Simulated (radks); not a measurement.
# Valence configurations of Yb

NIST gives [Xe] 4f14 6s2 as the ground configuration of Yb. Does this level of theory agree? Several fillings of the valence shells are run.

Program: radks (a radial shooting solver on a logarithmic mesh, Libxc functionals) version 1. Level of theory: Dirac Kohn-Sham, PBE, spin-unpolarised, spherical densities, point nucleus; open shells fill j = l - 1/2 first. These are calculated values, not measurements, unless marked.

## (1) The system

| Property | Result |
| --- | --- |
| element | ytterbium (Z = 70) |
| charge | 0 |
| electrons | 70 |
| configuration | [Xe] 4f14 6s2 |
| others tried | 4f14 5d1 6s1; 4f14 5d0.5 6s1.5; 4f13.5 6s2 6p0.5; 4f13 5d1.5 6s1.5; 4f13 6s2 6p1; 4f12 6s2 6p2; 4f14 6s1 6p1; 4f11 6s2 6p3; 4f14 5d2 |

## (2) [Xe] 4f14 6s2

Input:

```text
Z 70
configuration [Xe] 4f14 6s2
relativity Dirac
functional pbe,pbe
spin unpolarised
j_filling energy
nucleus point
c 137.035999084
```

## (3) [Xe] 4f14 5d1 6s1

Settings, as their differences from step 2:

```diff
@@ -1,3 +1,3 @@
 Z 70
-configuration [Xe] 4f14 6s2
+configuration [Xe] 4f14 5d1 6s1
 relativity Dirac
```

## (4) [Xe] 4f14 5d0.5 6s1.5

Settings, as their differences from step 3:

```diff
@@ -1,3 +1,3 @@
 Z 70
-configuration [Xe] 4f14 5d1 6s1
+configuration [Xe] 4f14 5d0.5 6s1.5
 relativity Dirac
```

## (5) [Xe] 4f13.5 6s2 6p0.5

Input:

```text
Z 70
configuration [Xe] 4f13.5 6s2 6p0.5
relativity Dirac
functional pbe,pbe
spin unpolarised
j_filling energy
nucleus point
c 137.035999084
```

## (6) [Xe] 4f13 5d1.5 6s1.5

Input:

```text
Z 70
configuration [Xe] 4f13 5d1.5 6s1.5
relativity Dirac
functional pbe,pbe
spin unpolarised
j_filling energy
nucleus point
c 137.035999084
```

## (7) [Xe] 4f13 6s2 6p1

Input:

```text
Z 70
configuration [Xe] 4f13 6s2 6p1
relativity Dirac
functional pbe,pbe
spin unpolarised
j_filling energy
nucleus point
c 137.035999084
```

## (8) [Xe] 4f12 6s2 6p2

Settings, as their differences from step 7:

```diff
@@ -1,3 +1,3 @@
 Z 70
-configuration [Xe] 4f13 6s2 6p1
+configuration [Xe] 4f12 6s2 6p2
 relativity Dirac
```

## (9) [Xe] 4f14 6s1 6p1

Settings, as their differences from step 8:

```diff
@@ -1,3 +1,3 @@
 Z 70
-configuration [Xe] 4f12 6s2 6p2
+configuration [Xe] 4f14 6s1 6p1
 relativity Dirac
```

## (10) [Xe] 4f11 6s2 6p3

Settings, as their differences from step 9:

```diff
@@ -1,3 +1,3 @@
 Z 70
-configuration [Xe] 4f14 6s1 6p1
+configuration [Xe] 4f11 6s2 6p3
 relativity Dirac
```

## (11) [Xe] 4f14 5d2

Settings, as their differences from step 10:

```diff
@@ -1,3 +1,3 @@
 Z 70
-configuration [Xe] 4f11 6s2 6p3
+configuration [Xe] 4f14 5d2
 relativity Dirac
```

Before running it: what results should come out? Wanted: for each run, valence; E − E(NIST configuration); highest level; its energy; 1s shift.

As calculated:

```
         valence  E − E(NIST configuration) (eV)  highest level  its energy (eV)  1s shift (eV)
        4f14 6s2                           0.000          4f7/2           -2.443          +0.00
4f13.5 6s2 6p0.5                           1.527          6p1/2           -1.845          -4.51
4f14 5d0.5 6s1.5                           1.576          5d3/2           -0.729          +0.20
    4f14 6s1 6p1                           2.717          6p1/2           -1.895          -1.37
    4f14 5d1 6s1                           3.160          5d3/2           -0.743          +0.28
    4f13 6s2 6p1                           5.144          6p1/2           -2.359          -9.52
4f13 5d1.5 6s1.5                           5.490          5d3/2           -1.658          -5.96
        4f14 5d2                           6.337          5d3/2           -0.871          +0.26
    4f12 6s2 6p2                          19.470          6p1/2           -3.318         -20.63
    4f11 6s2 6p3                          45.050          6p3/2           -3.625         -33.33
```

In words: Theory agrees with NIST among these: the next, 4f13.5 6s2 6p0.5, lies 1.527 eV higher. The energies are those of spherical spin-averaged densities, not of single terms. The 1s eigenvalue shifts by up to 33.33 eV as the valence charge is rearranged.
